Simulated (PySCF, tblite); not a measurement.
# C₄H₂FN₂ radical: geometry, infrared bands and EPR parameters

Wanted: the infrared bands and EPR parameters of C₄H₂FN₂ radical (`Fc1n[c]ccn1`), by calculation.

Programs: tblite 0.8.0 and PySCF 2.14.0, with density-fitted response routines of our own. Each step states its level of theory. These are calculated values for one molecule in the gas phase, unless marked as measured. Atoms are numbered from 0 throughout.

### Step 1. Starting geometry

9 atoms, charge 0, multiplicity 2; geometry from: force field or distance geometry start.

Bonds of the start (Å): F0–C1 1.36, C1–N2 1.34, N2–C3 1.36, C3–C4 1.36, C4–C5 1.37, C5–N6 1.35, N6–C1 1.34, C4–H7 1.07, C5–H8 1.08.

### Step 2. Optimising the geometry with GFN2-xTB

The job: settings as JSON, then the geometry in Å.

```
{"job": {"kind": "relax", "xc": "GFN2-xTB", "basis": "xTB"}, "charge": 0, "multiplicity": 2}
F      2.479000     0.016100     1.275400
C      1.253100    -0.096700     0.707100
N      0.636900    -1.277200     0.873500
C     -0.583100    -1.346900     0.287600
C     -1.172300    -0.333700    -0.400800
C     -0.438500     0.821200    -0.502900
N      0.783900     0.969200     0.048000
H     -2.142300    -0.432800    -0.851500
H     -0.803100     1.686700    -1.034300
```

Run with:

```
$ OMP_NUM_THREADS=1 python probes_run.py task.json out
```

This one command runs all jobs of the session in turn.

**Question.** This job is followed by: GFN2-xTB harmonic vibrations, gas phase; UKS B3LYP, pcH-1 on C F H N, non-relativistic, mean-field spin-orbit, GIAO. Predict these results of the whole session: strongest single infrared mode (GFN2-xTB); zero-point energy (GFN2-xTB); g(iso) (B3LYP); ⟨S²⟩; largest a(iso); potential on the surface of density 0.002 e/bohr³, 1st and 99th percentile.

The runs gave:

| quantity | value |
| --- | --- |
| strongest single infrared mode (GFN2-xTB) | 1380 cm⁻¹, 206 km/mol |
| zero-point energy (GFN2-xTB) | 33.7 kcal/mol |
| g(iso) (B3LYP) | 2.00209 |
| ⟨S²⟩ | 0.755 (exact 0.75) |
| largest a(iso) | 13C on C3, 552.4 MHz |
| potential on the surface of density 0.002 e/bohr³, 1st and 99th percentile | -1.27 V and 1.52 V |

Relaxing lowered the energy by 0.236 eV in 11 steps; the close pair that moved most is N2–C3, from 1.355 to 1.288 Å. All 21 modes are real, so the xTB geometry is a minimum. The strongest single mode, at 1380 cm⁻¹, is spread over many atoms; the largest shares are those of C1, C4. Unscaled tight-binding wavenumbers are off by several per cent, some by more. Its intensities can rank the bands wrongly. Most of the unpaired spin sits on C3 (0.83 e). The isotropic g lies 0.2 ppt below the free-electron value. The conformer search found further structures of the same energy, which may be mirror or relabelled copies of this one.
